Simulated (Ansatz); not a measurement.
# ClGeHSi: the cost of one run

Computed with Ansatz 0.2.0, Gaussian basis. Level: cc-pVDZ, all electrons in the functionals, frozen cores in the correlation of double hybrids and RPA.

Plan: B2PLYP, RPA-PBE, at charge 0, triplet; charge 0, singlet; charge 0, quintet; charge 1, doublet; charge 1, quartet.

11 further runs of the same task are left out: 5 that didn't finish, 6 set aside as unsound or not needed.

### Step 1. What is computed

The geometry is a PBE0/def2-TZVP stationary point (not a proven minimum). No spin-orbit coupling is included. The filled d shell of Ge may be among the frozen orbitals whatever the setting's name suggests; the logs give the count.

4 atoms, charge 0, spin multiplicity 3.

Atoms are counted from 1 here; the program's logs count them from 0.

Bond lengths: Cl1–Si2 2.069 Å, Si2–Ge3 2.371 Å, Ge3–H4 1.588 Å. Angles: Cl1–Si2–Ge3 112.3°, Si2–Ge3–H4 91.8°.

No dispersion term is added.

The geometry shown and the zero of energy belong to the point charge 0, triplet. The yardstick, UCCSD(T), and other wave-function levels (R restricted, U unrestricted, valence and pair active spaces) come from earlier runs.

### Step 2. B2PLYP, charge 0, triplet

in.yaml reads:

```yaml
crystal:
  periodic: [false, false, false]
  atoms:
    - {symbol: Cl, position_ang: [0.000000, -0.382311, 2.311758]}
    - {symbol: Si, position_ang: [0.000000, 0.931704, 0.714235]}
    - {symbol: Ge, position_ang: [0.000000, -0.190088, -1.374347]}
    - {symbol: H, position_ang: [0.000000, 1.185259, -2.168645]}
basis:
  gaussian: {orbitals: cc-pVDZ}
magnetization: {spin_polarized: true, initial_magnetization: 2}
hamiltonian: {xc: {name: B2PLYP}}
correlation: {electrons: outside_noble_gas}
```

Run with:

```sh
ansatz run in.yaml --threads 1 --pin off --events-out ev --progress --plain --max-ram 4096MiB --backend cpu
```

**Question.** How long does this run take on 1 thread of AMD EPYC 7R13, shared host?

About 4.7 s.
